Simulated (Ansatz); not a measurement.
# AlInGaBSb4: the cost of one run

Program: Ansatz 0.2.0. Level of theory: DFT PBEsol, scalar-relativistic, plane waves, PAW. These are calculated values, not measurements.

1 further run of the same task is left out (it didn't finish). Runs told in other sessions of the task aren't counted.

### Step 1. The system as given

The cell holds 16 atoms (Al2B2Ga2In2Sb8): a = 8.369 Å, b = 8.369 Å, c = 8.369 Å, α = 60.00°, β = 60.00°, γ = 60.00°.

The sites of an ideal zinc blende lattice, at a guessed lattice constant, take 2 Al, 2 Ga, 2 B, 2 In; 8 Sb (sublattices apart by semicolons), with a shake of 0.02 Å. Warren-Cowley parameters of the first shell (negative: unlike neighbours preferred): Al-B +0.00, Al-Ga +0.00, Al-In -0.33, B-Ga -0.33, B-In +0.00, Ga-In +0.00. In a cell this small the draw can fall short of the order aimed at.

Coordinates:

```
CELL_PARAMETERS angstrom
-5.91784 5.91784 0.00000
-5.91784 0.00000 5.91784
0.00000 5.91784 5.91784
ATOMIC_POSITIONS crystal
B 0.00178 0.49608 0.00111
B 0.00083 0.00244 0.49643
Al 0.00270 0.00152 0.99641
Al 0.49695 0.00198 0.50158
Ga 0.50382 0.00454 0.99717
Ga 0.50126 0.50055 0.50171
In 0.49913 0.50064 0.00020
In 0.00227 0.49955 0.50228
Sb 0.87456 0.87388 0.37467
Sb 0.37091 0.87684 0.37925
Sb 0.87172 0.37357 0.37829
Sb 0.87386 0.87515 0.87856
Sb 0.37557 0.37416 0.37521
Sb 0.37379 0.87945 0.87926
Sb 0.87544 0.37580 0.87126
Sb 0.37360 0.37446 0.87959
```

### Step 2. Relaxing on a coarse mesh

A cheap relaxation: coarse mesh, no symmetry, loose thresholds.

Input file input.yaml:

```yaml
crystal:
  lattice:
    - [-5.91784026, 5.91784026, 0.0]
    - [-5.91784026, 0.0, 5.91784026]
    - [0.0, 5.91784026, 5.91784026]
  atoms:
    - { symbol: B, position: [0.0017781618, 0.4960840125, 0.0011127511] }
    - { symbol: B, position: [0.0008342941, 0.0024420398, 0.4964315264] }
    - { symbol: Al, position: [0.0027007463, 0.0015154107, 0.9964082279] }
    - { symbol: Al, position: [0.496950839, 0.0019842442, 0.5015767737] }
    - { symbol: Ga, position: [0.5038173288, 0.0045443865, 0.9971738353] }
    - { symbol: Ga, position: [0.5012569607, 0.5005510542, 0.5017105877] }
    - { symbol: In, position: [0.499126672, 0.5006358216, 0.0002048267] }
    - { symbol: In, position: [0.0022678338, 0.4995482654, 0.5022803208] }
    - { symbol: Sb, position: [0.8745637658, 0.8738778824, 0.3746674583] }
    - { symbol: Sb, position: [0.3709080155, 0.8768448831, 0.3792475502] }
    - { symbol: Sb, position: [0.8717202806, 0.3735693611, 0.3782949785] }
    - { symbol: Sb, position: [0.8738640282, 0.8751540419, 0.8785584081] }
    - { symbol: Sb, position: [0.375569191, 0.374161266, 0.3752131586] }
    - { symbol: Sb, position: [0.3737863823, 0.8794511383, 0.8792620084] }
    - { symbol: Sb, position: [0.8754391956, 0.3758016636, 0.8712628911] }
    - { symbol: Sb, position: [0.3735955745, 0.3744597134, 0.8795942239] }
  symmetry: { detect: false }
basis:
  ecutwfc: 420
kpoints:
  mp_grid: { grid: [2, 2, 2], shift: [0.5, 0.5, 0.5] }
hamiltonian:
  xc: pbesol
scf:
  occupations: { method: gaussian, width: 0.1 }
  lower_state_search: "off"
output:
  forces: true
  stress: true
  eigenvalues: true
relax:
  adjacent_minimum: "off"
  f_tol: 0.04
  max_steps: 50
  cell: { stress_tol: 0.3 }
```

On the command line:

```bash
$ ansatz run input.yaml --threads 4 --pin off --max-ram 9216MiB --backend cpu --events-out ev --progress --plain --runs-dir out
```

**Question.** How long does this run take on 4 threads of Intel Xeon 6975P-C (Granite Rapids), shared host, and how much memory does it need?

About 32 s, with a peak of 1.3 GiB.
